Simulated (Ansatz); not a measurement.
# C3H6AlBr: one species, many methods

One table from this session's results is given with a row withheld; the runs are named, their logs left out.

The runs use Ansatz 0.2.0, Gaussian basis; functionals in def2-TZVPP, the program's frozen cores in correlated methods.

Plan: PBE-D4, r2SCAN-D4, PBE0-D4, B3LYP-D4, ωB97X-V, ωB97M-V, B2PLYP; CCSD(T)/def2-TZVPP; MP2/def2-QZVPP; extrapolation to the limit.

## The relaxed structure

All runs share one geometry, relaxed beforehand with PBE0-D4 in a triple-zeta def2 set.

11 atoms, charge 0, spin multiplicity 1.

Atoms are counted from 1 here; the program's logs count them from 0.

Bond lengths: C1–C2 1.497 Å, C1–H6 1.094 Å, C1–H7 1.094 Å, C1–H8 1.094 Å, C2–C4 1.337 Å, C2–Al5 1.934 Å, Br3–Al5 2.264 Å, C4–H9 1.088 Å, C4–H10 1.091 Å, Al5–H11 1.577 Å. Angles: C2–C1–H6 111.9°, C2–C1–H7 111.1°, C2–C1–H8 111.1°, H6–C1–H7 108.3°, H6–C1–H8 108.3°, H7–C1–H8 105.9°, C1–C2–C4 121.8°, C1–C2–Al5 125.1°, C4–C2–Al5 113.2°, C2–C4–H9 122.2°, C2–C4–H10 122.2°, H9–C4–H10 115.6°, C2–Al5–Br3 119.6°, C2–Al5–H11 121.9°, Br3–Al5–H11 118.5°.

The first run:

in.yaml reads:

```yaml
crystal:
  periodic: [false, false, false]
  atoms:
    - {symbol: C, position_ang: [-0.363122, -0.535279, 1.317130]}
    - {symbol: C, position_ang: [-0.054289, 0.199597, 0.049500]}
    - {symbol: Br, position_ang: [1.159811, -2.816207, -1.570887]}
    - {symbol: C, position_ang: [-0.275977, 1.512665, -0.074951]}
    - {symbol: Al, position_ang: [0.687887, -0.601879, -1.546604]}
    - {symbol: H, position_ang: [-0.771579, 0.129484, 2.084377]}
    - {symbol: H, position_ang: [-1.083873, -1.339254, 1.140756]}
    - {symbol: H, position_ang: [0.531752, -1.017447, 1.721610]}
    - {symbol: H, position_ang: [-0.054867, 2.054185, -0.992245]}
    - {symbol: H, position_ang: [-0.690486, 2.111832, 0.736849]}
    - {symbol: H, position_ang: [0.980146, 0.245203, -2.844831]}
basis:
  gaussian: {orbitals: def2-TZVPP}
hamiltonian: {xc: pbe, dispersion: d4}
output: {forces: true, orbitals: {seedname: orbitals}}
```

Launch:

```
$ ansatz run in.yaml --threads 4 --pin off --events-out ev --progress --plain --max-ram 10444MiB
```

Steps of the session up to this table: PBE-D4 (GGA); r2SCAN-D4 (meta-GGA); PBE0-D4 (hybrid); B3LYP-D4 (hybrid); ωB97X-V (range-separated); ωB97M-V (range-separated); B2PLYP (double hybrid); CCSD(T) in def2-TZVPP; MP2 in def2-QZVPP.

One table of the session follows, with a row left open; its other results are not shown here.

It belongs to the step «Atomisation energies». 

| method | atomisation energy (kJ/mol) |
| --- | --- |
| PBE-D4 | 4181.2 |
| r2SCAN-D4 | 4136.2 |
| PBE0-D4 | 4133.8 |
| B3LYP-D4 | ? |
| ωB97X-V | 4116.5 |
| ωB97M-V | 4119.5 |
| B2PLYP | 4071.2 |
| HF/def2-TZVPP | 3120.7 |
| MP2/def2-TZVPP | 4084.0 |
| CCSD/def2-TZVPP | 3963.7 |
| CCSD(T)/def2-TZVPP | 4021.8 |
| MP2/CBS | 4183.2 |
| CCSD(T)/CBS | 4121.0 |

**Question.** Estimate the row for B3LYP-D4.

**Answer.** atomisation energy (kJ/mol): 4107.5. In the column «atomisation energy (kJ/mol)» it lies between MP2/def2-TZVPP (4084.0) and ωB97X-V (4116.5).

Limits of these values: Free atoms (3 C, 1 Br, 1 Al, 6 H) were run apart at each level; the atomisation energy is their sum less the molecule, without zero-point or spin-orbit terms.
